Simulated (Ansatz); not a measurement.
# ZrH₂+ (doublet): wave-function methods side by side, def2-QZVPP

One table from this session's results is given with a row withheld; the runs are named, their logs left out.

Method: def2-QZVPP, core rule «outside noble gas», up to 4 orbitals frozen; program: Ansatz 0.2.0, Gaussian basis.

To be run: UHF; ROHF; CCSD(T) on UHF.

2 further runs of the same task are left out: 2 set aside as unsound or not needed.

### The geometry

The geometry is a PBE0/def2-TZVP stationary point (not a proven minimum) of the parent state, kept for this charge and spin. No spin-orbit coupling is included. Elements past krypton take def2 core potentials.

3 atoms, charge 1, spin multiplicity 2.

Atoms are counted from 1 here; the program's logs count them from 0.

Bond lengths: Zr1–H2 1.929 Å, Zr1–H3 1.929 Å. Angles: H2–Zr1–H3 180.0°.

Set-up of the first run:

The input, in.yaml:

```yaml
crystal:
  periodic: [false, false, false]
  atoms:
    - {symbol: Zr, position_ang: [0.000000, 0.000000, 0.000000]}
    - {symbol: H, position_ang: [0.000000, 0.000000, -1.928800]}
    - {symbol: H, position_ang: [0.000000, 0.000000, 1.928800]}
basis:
  gaussian: {orbitals: "def2-QZVPP.json"}
total_charge: 1
magnetization: {spin_polarized: true, initial_magnetization: 1}
hamiltonian: {xc: hf}
output: {orbitals: {seedname: orbitals}}
```

The run is started by

```
> ansatz run in.yaml --threads 1 --pin off --events-out ev --progress --plain --max-ram 4096MiB --backend cpu
```

Among the steps run: UHF; ROHF; CCSD(T) on UHF.

One of the session's tables, all rows but one given; the rest of the session is left out.

| method | from UCCSD(T) (meV) |
| --- | --- |
| ROHF | +2400.9 |
| UHF | +2318.1 |
| UMP2 | +468.6 |
| UCCSD | ? |
| UCCSD(T) | 0 |

Q: Estimate the row for UCCSD from the others.

**Answer.** from UCCSD(T) (meV): +32.3. In the column «from UCCSD(T) (meV)» it lies between UCCSD(T) (0) and UMP2 (+468.6).
